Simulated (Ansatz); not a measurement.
# BrGeH: the cost of one run

Method: the levels named in each step, in Ansatz 0.2.0.

## Step 1: Starting point

Bond lengths: Ge1–Br2 2.321 Å, Ge1–H3 1.659 Å. Angles: Br2–Ge1–H3 92.5°.

Structure file:

```xyz
3

Ge   -1.0436    0.6070   -0.0008
Br    0.9730   -0.5417    0.0006
H    -1.9272   -0.7974    0.0100
```

## Step 2: A rough first relaxation, PBE-D4/def2-SVP

This run stands in another session on the same molecule. It ended at:

```xyz
3

Ge   -1.0657    0.5909   -0.0006
Br    1.0059   -0.5447    0.0005
H    -1.9380   -0.7783    0.0099
```

## Step 3: Relaxation, PBE0-D4/def2-TZVPP

This run stands in another session on the same molecule. It ended at:

```xyz
3

Ge   -1.0659    0.5833   -0.0005
Br    0.9833   -0.5444    0.0005
H    -1.9152   -0.7711    0.0098
```

## Step 4: Relaxation, CCSD(T)/cc-pV(T+d)Z

input.yaml

```yaml
crystal:
  periodic: [false, false, false]
  atoms:
    - { symbol: Ge, position_ang: [-1.06586641, 0.58334292, -0.00054857] }
    - { symbol: Br, position_ang: [0.98329902, -0.54440326, 0.00053777] }
    - { symbol: H, position_ang: [-1.91524262, -0.77109966, 0.00983081] }
basis:
  gaussian: { orbitals: "cc-pV(T+d)Z.json" }
correlation:
  method: ccsd_t
relax:
  f_tol: 0.002
  max_steps: 40
```

The run is started by

```
> ansatz run input.yaml --threads 4 --pin off --max-ram 10240MiB --backend cpu --events-out ev --progress --plain --runs-dir out
```

What time and memory should one allow on 4 threads of Intel Xeon Platinum 8488C (Sapphire Rapids), shared host?

About 64 s, with a peak of 0.51 GiB.
